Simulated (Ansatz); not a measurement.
**C2H8ClNOSi: small, medium and large basis sets**

One table from this session's results is given with a row withheld; the runs are named, their logs left out.

The runs use Ansatz 0.2.0, Gaussian basis; one geometry, several basis sets.

Plan: PBE0-D4/def2-SVP; ωB97M-V/def2-SVP; PBE0-D4/def2-QZVPP; ωB97M-V/def2-QZVPP; the functionals' def2-TZVPP values are taken from earlier runs.

## Structure used throughout

The geometry comes from an earlier relaxation with PBE0-D4 in a triple-zeta def2 set; it is a stationary point, not always the lowest conformer.

14 atoms, charge 0, spin multiplicity 1.

Atoms are counted from 1 here; the program's logs count them from 0.

Bond lengths: C1–C2 1.526 Å, C1–H7 1.092 Å, C1–H8 1.093 Å, C1–H9 1.092 Å, C2–Si3 1.856 Å, C2–H10 1.096 Å, C2–H11 1.096 Å, Si3–N4 1.695 Å, Si3–O5 1.638 Å, Si3–Cl6 2.090 Å, N4–H12 1.006 Å, N4–H13 1.007 Å, O5–H14 0.958 Å. Angles: C2–C1–H7 111.3°, C2–C1–H8 111.2°, C2–C1–H9 111.3°, H7–C1–H8 107.6°, H7–C1–H9 107.8°, H8–C1–H9 107.5°, C1–C2–Si3 114.5°, C1–C2–H10 110.6°, C1–C2–H11 110.4°, Si3–C2–H10 106.5°, Si3–C2–H11 108.2°, H10–C2–H11 106.2°, C2–Si3–N4 110.1°, C2–Si3–O5 114.4°, C2–Si3–Cl6 106.9°, N4–Si3–O5 106.4°, N4–Si3–Cl6 114.0°, O5–Si3–Cl6 105.2° and more.

Geometry (Å):

```xyz
14
charge 0, multiplicity 1
C     0.8887   -1.7453    0.3616
C     0.9312   -0.2202    0.3534
Si   -0.6472    0.5914   -0.1881
N    -0.4639    2.2760   -0.1890
O    -1.1364    0.1795   -1.6965
Cl   -2.1534   -0.1001    1.0847
H     0.1233   -2.1171    1.0460
H     0.6636   -2.1396   -0.6325
H     1.8470   -2.1677    0.6723
H     1.7150    0.1399   -0.3226
H     1.1872    0.1598    1.3492
H     0.0046    2.7479    0.5662
H    -1.1588    2.8622   -0.6225
H    -1.8137   -0.4958   -1.7534
```

The first run:

Input file in.yaml:

```yaml
crystal:
  periodic: [false, false, false]
  atoms:
    - {symbol: C, position_ang: [0.888723, -1.745269, 0.361561]}
    - {symbol: C, position_ang: [0.931213, -0.220220, 0.353422]}
    - {symbol: Si, position_ang: [-0.647220, 0.591362, -0.188072]}
    - {symbol: N, position_ang: [-0.463890, 2.275982, -0.189040]}
    - {symbol: O, position_ang: [-1.136434, 0.179452, -1.696522]}
    - {symbol: Cl, position_ang: [-2.153406, -0.100143, 1.084697]}
    - {symbol: H, position_ang: [0.123291, -2.117072, 1.046038]}
    - {symbol: H, position_ang: [0.663572, -2.139592, -0.632524]}
    - {symbol: H, position_ang: [1.846974, -2.167737, 0.672280]}
    - {symbol: H, position_ang: [1.714961, 0.139892, -0.322630]}
    - {symbol: H, position_ang: [1.187189, 0.159760, 1.349228]}
    - {symbol: H, position_ang: [0.004637, 2.747873, 0.566190]}
    - {symbol: H, position_ang: [-1.158756, 2.862168, -0.622473]}
    - {symbol: H, position_ang: [-1.813655, -0.495754, -1.753354]}
basis:
  gaussian: {orbitals: def2-SVP}
hamiltonian: {xc: pbe0, dispersion: d4}
output: {orbitals: {seedname: orbitals}}
```

The run is started by

```
$ ansatz run in.yaml --threads 2 --pin off --events-out ev --progress --plain --max-ram 32768MiB --backend cpu
```

Steps of the session up to this table: PBE0-D4 in def2-SVP; ωB97M-V in def2-SVP; PBE0-D4 in def2-QZVPP; ωB97M-V in def2-QZVPP.

One table of the session follows, with a row left open; its other results are not shown here.

It belongs to the step «Functionals by basis». 

```
functional       basis  HOMO (eV)  LUMO (eV)
   PBE0-D4    def2-SVP      -7.53       1.40
   PBE0-D4  def2-TZVPP      -7.76       0.72
   PBE0-D4  def2-QZVPP      -7.81       0.30
   ωB97M-V    def2-SVP      -9.88       3.02
   ωB97M-V  def2-TZVPP          ?          ?
   ωB97M-V  def2-QZVPP     -10.17       1.47
```

**Question.** Estimate the row for ωB97M-V, def2-TZVPP.

As computed: HOMO (eV): -10.12; LUMO (eV): 2.12. In the column «HOMO (eV)» it lies between ωB97M-V, def2-QZVPP (-10.17) and ωB97M-V, def2-SVP (-9.88).
